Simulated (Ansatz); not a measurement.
# SiH4 + NH3 + NH3: a complex and its separated parts

Aim: how far the complex at one end of a reaction step lies below its separated, relaxed parts, level by level.

The runs use Ansatz 0.2.0, Gaussian basis; PBE0-D4/def2-TZVP structures, single points in def2-TZVPP, no counterpoise correction.

Levels: SPW92, PBE-D4, BLYP-D4, r2SCAN-D4, B97M-V, PBE0-D4, B3LYP-D4, r2SCAN0-D4, BHLYP-D4, CAM-B3LYP-D4, wB97X-V, wB97M-V, B2PLYP, PBE-QIDH, RPA on PBE, Hartree-Fock, MP2, CCSD, CCSD(T).

Correlated methods freeze the cores. B3LYP uses VWN-RPA correlation. B2PLYP carries no dispersion term here.

113 further runs of the same task are left out: 113 set aside as unsound or not needed. Runs told in other sessions of the task aren't counted.

**1. Where the work starts**

The complex: 13 atoms, charge 0, spin multiplicity 1.

Atoms are counted from 1 here; the program's logs count them from 0.

Bond lengths: Si1–H2 1.483 Å, Si1–H3 1.499 Å, Si1–H4 1.485 Å, Si1–H5 1.480 Å, H6–N7 1.020 Å, N7–H10 1.013 Å, N7–H11 1.012 Å, H8–N9 1.014 Å, N9–H12 1.012 Å, N9–H13 1.013 Å. Angles: H2–Si1–H3 106.0°, H2–Si1–H4 112.1°, H2–Si1–H5 113.2°, H3–Si1–H4 105.6°, H3–Si1–H5 106.4°, H4–Si1–H5 112.8°, H6–N7–H10 108.0°, H6–N7–H11 108.1°, H10–N7–H11 107.2°, H8–N9–H12 107.4°, H8–N9–H13 107.0°, H12–N9–H13 107.3°.

As a file:

```
Si   -1.3942   -1.1830    0.8790
H    -1.3301   -1.2893   -0.5988
H    -1.7489   -2.5518    1.3760
H    -0.0693   -0.8735    1.4738
H    -2.4629   -0.2751    1.3536
H     0.2938    1.2262   -0.4691
N    -0.6420    1.4056   -0.1039
H     1.9009   -0.5853   -0.2007
N     2.1007    0.1211   -0.8995
H    -0.5714    2.1388    0.5909
H    -1.2119    1.7632   -0.8605
H     3.0468    0.4446   -0.7404
H     2.0886   -0.3412   -1.8004
```

Its parts: SiH4 holds atoms 1, 2, 3, 4, 5; NH3 holds atoms 6, 7, 10, 11; NH3 holds atoms 8, 9, 12, 13. Each part counts its atoms afresh in its own runs.

**2. Relaxing SiH4 alone**

Contents of relax-a/in.yaml:

```yaml
crystal:
  periodic: [false, false, false]
  atoms:
    - {symbol: Si, position_ang: [-1.394239, -1.183005, 0.878984]}
    - {symbol: H, position_ang: [-1.330132, -1.289289, -0.598783]}
    - {symbol: H, position_ang: [-1.748854, -2.551807, 1.375967]}
    - {symbol: H, position_ang: [-0.069298, -0.873545, 1.473780]}
    - {symbol: H, position_ang: [-2.462924, -0.275109, 1.353630]}
basis:
  gaussian: {orbitals: def2-TZVP}
hamiltonian: {xc: pbe0, dispersion: d4}
relax: {f_tol: 0.005, max_steps: 200}
```

Launch:

```bash
ansatz run in.yaml --threads 4 --pin off --events-out ev --progress --plain --max-ram 9574MiB
```

After this run come: Relaxing NH3 alone; Relaxing NH3 alone; SPW92/def2-TZVPP; PBE-D4/def2-TZVPP; BLYP-D4/def2-TZVPP; r2SCAN-D4/def2-TZVPP; B97M-V/def2-TZVPP; PBE0-D4/def2-TZVPP; B3LYP-D4/def2-TZVPP; r2SCAN0-D4/def2-TZVPP; BHLYP-D4/def2-TZVPP; CAM-B3LYP-D4/def2-TZVPP; wB97X-V/def2-TZVPP; wB97M-V/def2-TZVPP; B2PLYP/def2-TZVPP; PBE-QIDH/def2-TZVPP; RPA on PBE/def2-TZVPP; CCSD(T)/def2-TZVPP; CCSD(T)/def2-QZVPP; Vibrations of SiH4; Vibrations of NH3; Vibrations of NH3.

What does the calculation give? Wanted: complex less parts, CCSD(T)/def2-TZVPP; with zero-point energy; largest T1 diagnostic.

As calculated:

```
                              quantity      value
complex less parts, CCSD(T)/def2-TZVPP  -0.282 eV
                with zero-point energy  -0.138 eV
                 largest T1 diagnostic      0.011
```

**Reading.** At CCSD(T) the complex lies 0.282 eV below its parts. PBE-QIDH is the best functional here (-0.003 eV from CCSD(T)); SPW92 is the worst (-0.298 eV). Mean unsigned error by rung: LDA 0.298, GGA 0.072, meta-GGA 0.042, hybrid 0.046, range-separated hybrid 0.045, double hybrid 0.028 eV. The double hybrids carry no dispersion term here, unlike the levels marked D4 or V. PBE-D4 gives a relative energy 0.102 eV too low, outside chemical accuracy (1 kcal/mol, 0.043 eV). No counterpoise was applied, and triple zeta lacks some correlation, so the CCSD(T) reference has a basis error of its own, and close matches with it are partly luck.
